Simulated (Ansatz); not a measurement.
**ClGaH₄O₂Si: one species, many methods**

Aim: compute ClGaH₄O₂Si with functionals from several rungs and with coupled cluster, and see how far each lands from CCSD(T) at the basis-set limit for the atomisation energy.

Method: functionals in def2-TZVPP, the program's frozen cores in correlated methods; program: Ansatz 0.2.0, Gaussian basis.

Levels to be run: PBE-D4, r2SCAN-D4, PBE0-D4, B3LYP-D4, ωB97X-V, ωB97M-V, B2PLYP; CCSD(T)/def2-TZVPP; MP2/def2-QZVPP; extrapolation to the limit.

## (1) The relaxed structure

The geometry comes from an earlier relaxation with PBE0-D4 in a triple-zeta def2 set; it is a stationary point, not always the lowest conformer.

SMILES `[OH][Ga]([Cl])[O][SiH3]`, 9 atoms, charge 0, spin multiplicity 1.

Atoms are counted from 1 here; the program's logs count them from 0.

Bond lengths: O1–Ga2 1.764 Å, O1–H6 0.961 Å, Ga2–Cl3 2.114 Å, Ga2–O4 1.765 Å, O4–Si5 1.640 Å, Si5–H7 1.488 Å, Si5–H8 1.488 Å, Si5–H9 1.484 Å. Angles: Ga2–O1–H6 112.5°, O1–Ga2–Cl3 119.9°, O1–Ga2–O4 119.6°, Cl3–Ga2–O4 120.5°, Ga2–O4–Si5 137.4°, O4–Si5–H7 111.0°, O4–Si5–H8 110.7°, O4–Si5–H9 107.9°, H7–Si5–H8 108.6°, H7–Si5–H9 109.3°, H8–Si5–H9 109.3°.

## (2) PBE-D4 (GGA)

Contents of in.yaml:

```yaml
crystal:
  periodic: [false, false, false]
  atoms:
    - {symbol: O, position_ang: [2.744882, 0.652454, 0.921448]}
    - {symbol: Ga, position_ang: [1.091532, 0.884095, 0.351627]}
    - {symbol: Cl, position_ang: [0.346369, 2.838790, 0.044162]}
    - {symbol: O, position_ang: [0.071976, -0.522768, 0.043211]}
    - {symbol: Si, position_ang: [-1.455019, -0.817007, -0.476722]}
    - {symbol: H, position_ang: [2.971562, -0.275886, 1.023218]}
    - {symbol: H, position_ang: [-2.445036, -0.022696, 0.299374]}
    - {symbol: H, position_ang: [-1.595050, -0.473522, -1.917270]}
    - {symbol: H, position_ang: [-1.731216, -2.263460, -0.289048]}
basis:
  gaussian: {orbitals: def2-TZVPP}
hamiltonian: {xc: pbe, dispersion: d4}
output: {forces: true, orbitals: {seedname: orbitals}}
```

Launch:

```
$ ansatz run in.yaml --threads 2 --pin off --events-out ev --progress --plain --max-ram 32768MiB --backend cpu
```

After this run come: r2SCAN-D4 (meta-GGA); PBE0-D4 (hybrid); B3LYP-D4 (hybrid); ωB97X-V (range-separated); ωB97M-V (range-separated); B2PLYP (double hybrid); CCSD(T) in def2-TZVPP; MP2 in def2-QZVPP.

**Question.** What will the summary of the whole plan be? Wanted: atomisation energy, CCSD(T)/CBS; farthest; mean size of error, hybrid; mean size of error, range-separated; gap, smallest and largest; T1 diagnostic; triples share of the correlation energy.

The runs gave:

| quantity | value |
| --- | --- |
| atomisation energy, CCSD(T)/CBS | 31.439 eV |
| functionals within 0.314 eV (1.0 %) | PBE-D4, r2SCAN-D4, ωB97X-V, ωB97M-V |
| farthest | PBE0-D4 (-0.814 eV) |
| mean size of error, hybrid | 0.754 eV |
| mean size of error, range-separated | 0.198 eV |
| gap, smallest and largest | 5.05 eV (PBE-D4), 12.02 eV (ωB97X-V) |
| T1 diagnostic | 0.0132 |
| triples share of the correlation energy | 3.7 % |

**Reading.** PBE-D4 is off by -0.271 eV. Double hybrids carry the basis error of their MP2 part in triple zeta, and no dispersion term here, so their miss is partly the set-up's. Misses under about 0.314 eV are within the doubt on the reference itself, which lacks core-valence correlation, relativity and higher excitations, and its outer-core shells are covered unevenly. Hartree-Fock recovers 71 % of the binding; the rest is correlation. The gap grows from 5.0 to 12.0 eV across the functionals, mostly with the share of exact exchange. Correlated methods include outer-core shells of Ga, which these sets cover unevenly.
